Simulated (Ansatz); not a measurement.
# NiMoIrPdW (Cm) in Ansatz: further runs, part 2 of 2

Ansatz 0.2.0. The steps go on from the part before.

### 3 Projected density of states, PBE, collinear spin, ferromagnetic start

The input, input.yaml:

```yaml
crystal:
  lattice:
    - [2.3446, -1.43138, 0.00906]
    - [2.3446, 1.43138, 0.00906]
    - [-2.206, 0.0, 10.92374]
  atoms:
    - { symbol: Ni, position: [0.49838, 0.49838, 0.29525], spin: 1.0 }
    - { symbol: Mo, position: [0.31773, 0.31773, 0.91207], spin: 1.0 }
    - { symbol: Pd, position: [0.24733, 0.24733, 0.49061] }
    - { symbol: Ir, position: [0.74982, 0.74982, 0.10802], spin: 0.6 }
    - { symbol: W, position: [0.68673, 0.68673, 0.69406] }
hamiltonian:
  xc: pbe
  pseudopotentials: { kind: paw }
magnetization:
  spin_polarized: true
kpoints:
  mp_grid: { grid: [11, 11, 3] }
scf:
  occupations: { method: fermi_dirac, width: 0.05 }
  n_extra_bands: 12
output:
  forces: true
  stress: true
  eigenvalues: true
  dos: { projected: true, de: 0.05, nscf_kmesh: { grid: [17, 17, 5] } }
```

Potentials or basis: Ansatz PAW.

On the command line:

```sh
ansatz run input.yaml --threads 8 --pin off --max-ram 20480MiB --backend cpu --events-out ev --progress --plain --runs-dir out
```

Wall time 97 s (8 threads of Arm Neoverse V1, shared host); peak memory 1.6 GiB.

Results (log left out):

* Free energy: -40088.5426 eV
* Pressure: 0.0 GPa
* Largest force: 0.082 eV/Å
* Band gap on the k mesh: none (metal or under the smearing width)
* Net moment: 0.00 μB per cell
* Absolute moment: 0.00 μB per cell
* Density of states at the Fermi level: 4.49 states/eV per cell

Forces on the atoms (eV/Å):
```
Ni  -0.011  0.000 -0.004
Mo   0.019  0.000 -0.080
Pd   0.002  0.000 -0.030
Ir  -0.001  0.000  0.048
W   -0.009  0.000  0.066
```

Stress tensor (GPa, compression positive):
```
-0.13  0.00  0.09
 0.00 -0.52  0.00
 0.09  0.00  0.59
```

Levels at points of the mesh, in eV from the Fermi level:
Spin up:
```csv
k point,band 37,band 38,band 39,band 40,band 41,band 42,band 43,band 44
"(0.00, 0.00, 0.00)",-1.31,-0.88,-0.88,-0.80,-0.76,-0.55,-0.22,0.00
```
Spin down:
```csv
k point,band 36,band 37,band 38,band 39,band 40,band 41,band 42,band 43,band 44,band 45
"(0.00, 0.00, 0.00)",-1.65,-1.31,-0.88,-0.88,-0.80,-0.76,-0.55,-0.22,0.00,0.48
```

States per cell in windows of 1 eV (zero at the Fermi level; states under -8 eV left out):
| from (eV) | up | down | Pd 4d up | Pd 4d down | Ni 3d up | Ni 3d down | Ir 5d up | Ir 5d down |
| --- | --- | --- | --- | --- | --- | --- | --- | --- |
| -8.0 | 0.23 | 0.23 | 0.00 | 0.00 | 0.00 | 0.00 | 0.01 | 0.01 |
| -7.0 | 0.63 | 0.63 | 0.02 | 0.02 | 0.01 | 0.01 | 0.20 | 0.20 |
| -6.0 | 2.17 | 2.17 | 0.43 | 0.43 | 0.06 | 0.06 | 0.67 | 0.67 |
| -5.0 | 2.84 | 2.84 | 1.02 | 1.02 | 0.12 | 0.12 | 0.67 | 0.67 |
| -4.0 | 3.05 | 3.05 | 1.09 | 1.09 | 0.25 | 0.25 | 0.72 | 0.72 |
| -3.0 | 3.84 | 3.84 | 1.11 | 1.11 | 0.59 | 0.59 | 0.76 | 0.76 |
| -2.0 | 3.92 | 3.92 | 0.53 | 0.53 | 1.53 | 1.53 | 0.48 | 0.48 |
| -1.0 | 3.58 | 3.58 | 0.40 | 0.40 | 1.83 | 1.83 | 0.40 | 0.40 |
| 0.0 | 2.16 | 2.16 | 0.19 | 0.19 | 0.37 | 0.37 | 0.39 | 0.39 |
| 1.0 | 1.81 | 1.81 | 0.07 | 0.07 | 0.11 | 0.11 | 0.31 | 0.31 |
| 2.0 | 1.72 | 1.72 | 0.06 | 0.06 | 0.03 | 0.03 | 0.16 | 0.16 |
| 3.0 | 1.32 | 1.32 | 0.03 | 0.03 | 0.02 | 0.02 | 0.09 | 0.09 |
| 4.0 | 0.87 | 0.87 | 0.01 | 0.01 | 0.01 | 0.01 | 0.03 | 0.03 |
| 5.0 | 0.76 | 0.76 | 0.01 | 0.01 | 0.01 | 0.01 | 0.02 | 0.02 |
| 6.0 | 0.66 | 0.66 | 0.00 | 0.00 | 0.01 | 0.01 | 0.01 | 0.01 |
| 7.0 | 0.64 | 0.64 | 0.00 | 0.00 | 0.01 | 0.01 | 0.01 | 0.01 |

Caveat: the starting moments weren't kept. The run has no spin-orbit coupling, so splittings on Ir, W are missing.

### 4 Electric field gradients, PBE, collinear spin, ferromagnetic start

Edit input.yaml of step 3 so:

```diff
@@ -13,3 +13,3 @@
   xc: pbe
-  pseudopotentials: { kind: paw }
+  pseudopotentials: { kind: paw, frozen_core: stored }
 magnetization:
@@ -20,3 +20,2 @@
   occupations: { method: fermi_dirac, width: 0.05 }
-  n_extra_bands: 12
 output:
@@ -25,2 +24,2 @@
   eigenvalues: true
-  dos: { projected: true, de: 0.05, nscf_kmesh: { grid: [17, 17, 5] } }
+  efg: {}
```

Potentials or basis: Ansatz PAW.

On the command line:

```sh
ansatz run input.yaml --threads 8 --pin off --max-ram 20480MiB --backend cpu --events-out ev --progress --plain --runs-dir out
```

What it wrote:

```text
Warning: RAYON_NUM_THREADS=8 ignored (pool sized by the plan → 8); use --threads N
Mo, Pd, W, Ir: output.efg is read without spin–orbit coupling, which moves field gradients at and beside such atoms by some per cent and up to a factor of two; PAW files take it under magnetization.noncollinear and magnetization.spin_orbit
Engine: ansatz 0.2.0, aarch64-unknown-linux-gnu
Pseudopotentials: kind: paw
Pseudopotential: Ni, paw, valence charge 18, recommended cutoff 420 eV (normal), Ni.paw.azcp
Pseudopotential: Mo, paw, valence charge 14, recommended cutoff 420 eV (normal), Mo.paw.azcp
Pseudopotential: Pd, paw, valence charge 18, recommended cutoff 420 eV (normal), Pd.paw.azcp
Pseudopotential: Ir, paw, valence charge 17, recommended cutoff 420 eV (normal), Ir.paw.azcp
Pseudopotential: W, paw, valence charge 14, recommended cutoff 420 eV (normal), W.paw.azcp
Functional definition: PBE
  parameter kappa = 0.804
  parameter beta = 0.06672455060314922
  exchange = pbe_x(kappa = kappa, mu = beta*pi^2/3)
  correlation = pbe_c(beta = beta)
Crystal: 5 atoms, lattice volume = 73.378 Å³
Basis set: ecut = 420 eV, 1447 PW (Γ), exchange–correlation on 40×40×150 points (8 copies of the dense FFT grid, shifted against one another)
Bands: 51, of which v1, the nominal top of the filled ones, is band 41 counted from 1 (40 counted from 0)
Symmetry: 2 space group operations
Space group: Cm (ITA 8), of the structure as read, at distance tolerance 4.2e-5 Å
Magnetic group: BNS 8.32 (UNI 39), of the structure as read, at distance tolerance 4.2e-5 Å
k-points: 102 of 363 (time reversal used)
Non-local potential: Ni, projectors of the file, l = 0: 3, l = 1: 2, l = 2: 3, l = 3: 1
Non-local potential: Mo, projectors of the file, l = 0: 3, l = 1: 2, l = 2: 2, l = 3: 1
Non-local potential: Pd, projectors of the file, l = 0: 2, l = 1: 2, l = 2: 2, l = 3: 1
Non-local potential: Ir, projectors of the file, l = 0: 3, l = 1: 2, l = 2: 2, l = 3: 1
Non-local potential: W, projectors of the file, l = 0: 3, l = 1: 2, l = 2: 2, l = 3: 1
PAW form: soft (Blöchl's): semilocal exchange-correlation on the pseudo side does not see the compensation charge
PAW one-centre angular grid: Ni, 590 points (default); XC on 64 Gauss nodes
PAW one-centre angular grid: Mo, 590 points (default); XC on 64 Gauss nodes
PAW one-centre angular grid: Pd, 590 points (default); XC on 64 Gauss nodes
PAW one-centre angular grid: Ir, 590 points (default); XC on 64 Gauss nodes
PAW one-centre angular grid: W, 590 points (default); XC on 64 Gauss nodes
[... 64 lines left out ...]
SCF converged after 18 iterations
Magnetization: 0.0000 μB (40.5000 up, 40.5000 down)
Absolute magnetization: 0.0000 μB (∫|ρ↑−ρ↓|, with the PAW one-centre terms)
Spin contamination: 0.0000 ħ² per cell (⟨S²⟩ above its minimum at these occupations)
Per-site moments (μB) at R_I (Å): [(3.7457723375143727e-6, 1.0676631350809134), (-3.444439813587273e-7, 1.103453815832119), (5.062282359884602e-8, 1.1007717595386244), (2.5770404361016785e-7, 1.0676631350809134), (-1.2028365363128956e-7, 1.1312161137538141)]
Free energy (F): -40088.542578 eV
Harris-Foulkes:  -40088.542578 eV  (|F-HF|=3.23e-9)
Internal energy: -40088.506251 eV  (E = F + TS)
E sigma→0 (E₀):  -40088.524415 eV
Entropy (-TS):   -0.036327 eV (-7.265 meV/atom)
Fermi energy:    20.907046 eV
--- Per-component energies (eV) ---
  E_band       = -675.019586
  E_kinetic    = 2308.277641
  E_local      = -9223.800244  (includes V_loc(G=0)·N_el)
  E_nonlocal   = 1071.890148
  E_hartree    = 3808.506665
  E_xc         = -971.052260
  E_vxc        = -1087.822361  (∫ρ·V_xc dr)
  E_paw        = -26369.701665  (= ΣΔE_a)
  E_vpaw       = -1360.576567  (= ΣTr[D̂ρ^β])
  E_aug_tail   = 0.000762  (compensation charges beyond the density's cutoff)
  E_ewald      = -10712.627297
  E_smearing   = -0.036327  (= −TS)
  E_closure    = 0.000000  (closes the sum)
  Σ components = -40088.542578   (vs F -40088.542578, Δ=0.00e0)
--- Forces (eV/Å), atoms counted from 1 ---
  atom   1  Ni    -0.01109471     0.00000000    -0.00367964
  atom   2  Mo     0.01872203     0.00000000    -0.08004455
  atom   3  Pd     0.00217156     0.00000000    -0.03017277
  atom   4  Ir    -0.00078794     0.00000000     0.04803225
  atom   5  W     -0.00901192     0.00000000     0.06586017
  max |Σ_I F_I| component: 4.53e-6 eV/Å
--- Stress (GPa, compression-positive) ---
       -0.130427       0.000000       0.089349
        0.000000      -0.525221       0.000000
        0.089349       0.000000       0.588348
  P = ⅓ Tr σ = -0.0224 GPa (-0.224 kbar)
--- PAW observables at the nuclei: V_zz in 10²¹ V/m², potentials from the cell's mean, atoms counted from 1 ---
  atom   1  Ni V_zz =    +0.753981   η = 0.9493   by run symmetry: allowed
            electrostatic potential = -3582.396304 V   contact ρ = 130400.278847 e/Å³   contact ρ_s (e/Å³): all electrons -0.000004, valence +0.000006
  atom   2  Mo V_zz =    +4.322649   η = 0.1963   by run symmetry: allowed
            electrostatic potential = -6363.971838 V   contact ρ = 595274.148330 e/Å³   contact ρ_s (e/Å³): all electrons -0.000002, valence -0.000003
  atom   3  Pd V_zz =    +4.786820   η = 0.1473   by run symmetry: allowed
            electrostatic potential = -7258.005010 V   contact ρ = 865665.437884 e/Å³   contact ρ_s (e/Å³): all electrons -0.000004, valence -0.000002
  atom   4  Ir V_zz =    +5.390205   η = 0.9242   by run symmetry: allowed
            electrostatic potential = -15790.897792 V   contact ρ = 11166166.621709 e/Å³   contact ρ_s (e/Å³): all electrons -0.000010, valence -0.000004
  atom   5  W  V_zz =    -7.829414   η = 0.8053   by run symmetry: allowed
            electrostatic potential = -14816.751061 V   contact ρ = 8822126.243930 e/Å³   contact ρ_s (e/Å³): all electrons -0.000007, valence -0.000002
--- Band table (eV; the first three rows and the last of 204) ---
  k-point 0 ↑: bands = ["-81.8464", "-71.6088", "-63.8389", "-53.0943", "-42.3243", "-42.2042", "-42.1704", "-40.1595", "-29.7079", "-29.3443", "-29.3307", "-28.4597", "-28.2933", "-28.2247", "-17.4969", "-16.7913", "-16.6889", "-14.2749", "-13.6366", "-13.5423", "11.8697", "12.9779", "14.4604", "15.0771", "15.4855", "17.1661", "17.4246", "17.8651", "18.0458", "18.1865", "18.4338", "18.6868", "18.7151", "18.8761", "19.1390", "19.2604", "19.6015", "20.0232", "20.0235", "20.1033", "20.1455", "20.3528", "20.6884", "20.9092", "21.3885", "21.5111", "22.2443", "23.2702", "24.0487", "24.6072", "30.1555"]
  k-point 1 ↑: bands = ["-81.8464", "-71.6088", "-63.8389", "-53.0943", "-42.3243", "-42.2042", "-42.1704", "-40.1595", "-29.7079", "-29.3443", "-29.3307", "-28.4597", "-28.2933", "-28.2247", "-17.4969", "-16.7913", "-16.6889", "-14.2749", "-13.6366", "-13.5423", "11.9487", "12.7861", "14.5501", "15.0868", "15.6114", "17.1694", "17.4192", "17.9216", "18.0511", "18.1780", "18.3896", "18.7199", "18.8006", "18.8626", "19.0124", "19.2863", "19.4382", "19.4648", "19.9080", "20.0216", "20.3241", "20.3827", "20.8925", "21.2838", "21.4489", "21.5962", "22.2185", "23.2716", "24.0458", "24.6130", "29.4728"]
  k-point 2 ↑: bands = ["-81.8461", "-71.6065", "-63.8366", "-53.0871", "-42.3239", "-42.2062", "-42.1728", "-40.1460", "-29.7051", "-29.3628", "-29.3385", "-28.4552", "-28.3211", "-28.2410", "-17.4837", "-16.8649", "-16.7240", "-14.2626", "-13.7130", "-13.5777", "12.1643", "13.2745", "14.6757", "15.3204", "15.6467", "17.0959", "17.3714", "17.8424", "18.1304", "18.1869", "18.2787", "18.3832", "18.6706", "18.9861", "19.0917", "19.1990", "19.4966", "19.6830", "19.8797", "20.0248", "20.2038", "20.3259", "20.6440", "21.2026", "21.4713", "21.6159", "22.7930", "23.4098", "23.9861", "24.9616", "30.3065"]
  k-point 101 ↓: bands = ["-81.8409", "-71.5715", "-63.8017", "-52.9797", "-42.3206", "-42.2527", "-42.1876", "-39.9472", "-29.6644", "-29.6324", "-29.4428", "-28.7272", "-28.4562", "-28.3863", "-17.8527", "-17.2992", "-17.1634", "-14.7554", "-14.0798", "-14.0209", "14.5717", "15.1168", "15.4498", "15.7010", "15.7564", "16.1605", "17.0945", "17.5003", "17.6357", "17.8430", "18.0912", "18.7166", "19.3938", "19.5939", "19.8743", "20.0943", "20.5081", "20.8293", "21.0377", "21.3522", "21.6133", "22.4706", "22.7474", "23.2659", "24.2437", "24.4308", "24.8510", "25.9421", "26.8472", "27.6380", "28.4852"]
```

Run time: 49 s. Hardware: 8 threads of Arm Neoverse V1, shared host; peak memory 0.99 GiB.

Results:

```
Free energy            : -40088.5426 eV
Pressure               : 0.0 GPa
Largest force          : 0.082 eV/Å
Band gap on the k mesh : none (metal or under the smearing width)
Net moment             : 0.00 μB per cell
Absolute moment        : 0.00 μB per cell
```

Forces in eV/Å, atoms in the order of the input:
```
Ni  -0.011  0.000 -0.004
Mo   0.019  0.000 -0.080
Pd   0.002  0.000 -0.030
Ir  -0.001  0.000  0.048
W   -0.009  0.000  0.066
```

Stress tensor (GPa, compression positive):
```
-0.13  0.00  0.09
 0.00 -0.53  0.00
 0.09  0.00  0.59
```

Caveat: the starting moments weren't kept.

### 5 Band structure, PBEsol, collinear spin, ferromagnetic start

Edit input.yaml of step 4 so:

```diff
@@ -12,4 +12,4 @@
 hamiltonian:
-  xc: pbe
-  pseudopotentials: { kind: paw, frozen_core: stored }
+  xc: pbesol
+  pseudopotentials: { kind: paw }
 magnetization:
@@ -18,4 +18,13 @@
   mp_grid: { grid: [11, 11, 3] }
+  band_path:
+    path:
+      - [[0.0, 0.0, 0.0], [-0.5, -0.5, 0.0], [-0.501637098, -0.501637098, 0.0400768515], [-0.5, -0.5, 0.5], [-0.6610839512, -0.3389160488, 0.5]]
+      - [[-0.3389160488, 0.3389160488, 0.5], [0.0, 0.0, 0.5], [-0.498362902, -0.498362902, 0.9599231485]]
+      - [[-0.5, -0.5, 0.0], [-0.6531734193, -0.3468265807, 0.0]]
+      - [[-0.3468265807, 0.3468265807, 0.0], [0.0, 0.0, 0.0], [-0.5, 0.0, 0.0]]
+      - [[-0.5, 0.0, 0.5], [0.0, 0.0, 0.0]]
+    npoints: 14
 scf:
   occupations: { method: fermi_dirac, width: 0.05 }
+  n_extra_bands: 12
 output:
@@ -24,2 +33,2 @@
   eigenvalues: true
-  efg: {}
+  fatbands: false
```

On the command line:

```sh
ansatz run input.yaml --threads 8 --pin off --max-ram 20480MiB --backend cpu --events-out ev --progress --plain --runs-dir out
```

Run time: 61 s. Hardware: 8 threads of Arm Neoverse V1, shared host; peak memory 0.96 GiB.

It converged, with:

```yaml
Free_energy: -39664.4269 eV
Pressure: -9.1 GPa
Largest_force: 0.063 eV/Å
Band_gap_on_the_k_mesh: none (metal or under the smearing width)
Net_moment: 0.00 μB per cell
Absolute_moment: 0.00 μB per cell
```

Forces in eV/Å, atoms in the order of the input:
```
Ni  -0.009  0.000 -0.062
Mo   0.026  0.000  0.049
Pd   0.011  0.000  0.054
Ir  -0.015  0.000 -0.006
W   -0.013  0.000 -0.035
```

Stress tensor (GPa, compression positive):
```
-9.11  0.00  0.08
 0.00 -9.45  0.00
 0.08  0.00 -8.61
```

Levels at the corners of the path, in eV from the Fermi level:
Spin up:
```
point  band 37  band 38  band 39  band 40  band 41  band 42
    Γ    -1.31    -0.89    -0.88    -0.80    -0.77    -0.56
    Y    -0.31    -0.21    -0.11     0.21     1.11     1.14
    F    -0.31    -0.21    -0.09     0.21     1.10     1.14
    L    -0.21    -0.17     0.29     0.52     0.79     1.13
    I    -0.93    -0.31    -0.27    -0.06     0.40     0.99
   I1    -0.93    -0.31    -0.27    -0.06     0.40     0.99
    Z    -1.56    -1.50    -1.01    -0.89    -0.53    -0.52
   F1    -0.31    -0.21    -0.09     0.21     1.10     1.14
    Y    -0.31    -0.21    -0.11     0.21     1.11     1.14
   X1    -0.92    -0.31    -0.16     0.18     0.27     0.94
    X    -0.92    -0.31    -0.16     0.18     0.27     0.94
    Γ    -1.31    -0.89    -0.88    -0.80    -0.77    -0.56
    N    -0.54    -0.44    -0.27     0.82     1.25     1.33
    M    -0.50    -0.27    -0.23     0.69     0.84     1.00
    Γ    -1.31    -0.89    -0.88    -0.80    -0.77    -0.56
```
Spin down:
| point | band 35 | band 36 | band 37 | band 38 | band 39 | band 40 | band 41 | band 42 | band 43 | band 44 |
| --- | --- | --- | --- | --- | --- | --- | --- | --- | --- | --- |
| Γ | -1.77 | -1.64 | -1.31 | -0.89 | -0.88 | -0.80 | -0.77 | -0.56 | -0.25 | 0.00 |
| Y | -0.77 | -0.47 | -0.31 | -0.21 | -0.11 | 0.21 | 1.11 | 1.14 | 1.82 | 2.79 |
| F | -0.78 | -0.47 | -0.31 | -0.21 | -0.09 | 0.21 | 1.10 | 1.14 | 1.82 | 2.78 |
| L | -0.92 | -0.46 | -0.21 | -0.17 | 0.29 | 0.52 | 0.79 | 1.13 | 1.87 | 2.71 |
| I | -1.62 | -1.19 | -0.93 | -0.31 | -0.27 | -0.06 | 0.40 | 0.99 | 1.34 | 2.59 |
| I1 | -1.62 | -1.19 | -0.93 | -0.31 | -0.27 | -0.06 | 0.40 | 0.99 | 1.34 | 2.59 |
| Z | -1.95 | -1.63 | -1.56 | -1.50 | -1.01 | -0.89 | -0.53 | -0.52 | -0.02 | 0.36 |
| F1 | -0.78 | -0.47 | -0.31 | -0.21 | -0.09 | 0.21 | 1.10 | 1.14 | 1.82 | 2.78 |
| Y | -0.77 | -0.47 | -0.31 | -0.21 | -0.11 | 0.21 | 1.11 | 1.14 | 1.82 | 2.79 |
| X1 | -1.53 | -1.18 | -0.92 | -0.31 | -0.16 | 0.18 | 0.27 | 0.94 | 1.39 | 2.53 |
| X | -1.53 | -1.18 | -0.92 | -0.31 | -0.16 | 0.18 | 0.27 | 0.94 | 1.39 | 2.53 |
| Γ | -1.77 | -1.64 | -1.31 | -0.89 | -0.88 | -0.80 | -0.77 | -0.56 | -0.25 | 0.00 |
| N | -0.87 | -0.69 | -0.54 | -0.44 | -0.27 | 0.82 | 1.25 | 1.33 | 1.55 | 1.99 |
| M | -0.76 | -0.63 | -0.50 | -0.27 | -0.23 | 0.69 | 0.84 | 1.00 | 1.76 | 2.40 |
| Γ | -1.77 | -1.64 | -1.31 | -0.89 | -0.88 | -0.80 | -0.77 | -0.56 | -0.25 | 0.00 |

Caveat: spin-orbit coupling is left out, which moves the levels of the heavy elements; the PAW data sets come from PBE, with cores solved anew for the run's functional, which leaves a small shift of forces and pressure; the starting moments weren't kept.

### 6 Overview

```tsv
task	level	points for each segment of the path	gap on the mesh (eV)	pressure (GPa)	moment (μB)	largest force (eV/Å)
band structure	PBE	14	none	0.0	0.00	0.08
projected density of states	PBE	-	none	0.0	0.00	0.08
electric field gradients	PBE	-	none	0.0	0.00	0.08
band structure	PBEsol	14	none	-9.1	0.00	0.06
```

Alike in all rows: potentials or basis Ansatz PAW; spin collinear, ferromagnetic start; cell as given; k mesh 11 × 11 × 3; cutoff (eV) 420; smearing fermi-dirac 0.05 eV.

Every run on the cell as given and a fine mesh finds a metal. The pressure there spans -9.1 GPa (PBEsol) to 0.0 GPa (PBE); a positive pressure means that this level wants a larger cell, a negative one a smaller.

Caveats: the starting moments weren't kept; spin-orbit coupling is left out, which moves the levels of the heavy elements (some runs); the PAW data sets come from PBE, with cores solved anew for the run's functional, which leaves a small shift of forces and pressure (some runs).

Total energies depend on the potentials used, so only differences within one code and one set of settings carry meaning.
